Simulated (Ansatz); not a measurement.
# HfClO (doublet): the correlation ladder, def2-SVP

The task here is to estimate one member of a computed series from the others.

Computed with Ansatz 0.2.0, Gaussian basis. Level: def2-SVP, core rule «outside noble gas», up to 10 orbitals frozen.

Plan: UHF; CCSD(T) on ROHF; CCSD(T) on UHF; CISD; CCSDT(Q) on ROHF; CCSDT(Q) on UHF.

4 further runs of the same task are left out: 4 set aside as unsound or not needed.

## The system

The geometry is a PBE0/def2-TZVP stationary point (not a proven minimum). No spin-orbit coupling is included. Elements past krypton take def2 core potentials.

3 atoms, charge 0, spin multiplicity 2.

Atoms are counted from 1 here; the program's logs count them from 0.

Bond lengths: Hf1–O2 1.736 Å, Hf1–Cl3 2.352 Å. Angles: O2–Hf1–Cl3 110.9°.

The first run:

in.yaml

```yaml
crystal:
  periodic: [false, false, false]
  atoms:
    - {symbol: Hf, position_ang: [0.000000, 0.170091, 0.293115]}
    - {symbol: O, position_ang: [0.000000, -1.309611, 1.201761]}
    - {symbol: Cl, position_ang: [0.000000, -0.265326, -2.018039]}
basis:
  gaussian: {orbitals: def2-SVP}
magnetization: {spin_polarized: true, initial_magnetization: 1}
hamiltonian: {xc: hf}
output: {orbitals: {seedname: orbitals}}
```

Launch:

```sh
> ansatz run in.yaml --threads 1 --pin off --events-out ev --progress --plain --max-ram 4096MiB --backend cpu
```

Steps of the session up to this table: UHF; CCSD(T) on ROHF; CCSD(T) on UHF; CISD; CCSDT(Q) on ROHF; CCSDT(Q) on UHF.

One of the session's tables, all rows but one given; the rest of the session is left out.

It belongs to the step «Misses and costs». 

```
   method  from RCCSDT(Q) (kJ/mol)
     ROHF                  +1141.2
      UHF                  +1138.4
     RMP2                    +33.5
     UMP2                    +32.6
    RCCSD                    +48.5
    UCCSD                    +47.1
 RCCSD(T)                        ?
 UCCSD(T)                     +0.1
   RCCSDT                     +0.4
   UCCSDT                     -1.0
RCCSDT(Q)                        0
UCCSDT(Q)                     -4.9
```

**Question.** Estimate the row for RCCSD(T).

**Answer.** from RCCSDT(Q) (kJ/mol): +1.3. In the column «from RCCSDT(Q) (kJ/mol)» it lies between RCCSDT (+0.4) and UMP2 (+32.6).

Not comparable, so not listed: CISD (they don't share determinant, frozen orbitals or solution with the rows shown, or repeat one).

Caveats from the session: Restricted and unrestricted rows rest on different reference determinants; where their highest levels disagree by more than a few hundredths of an eV, they describe different states and don't form one ladder.
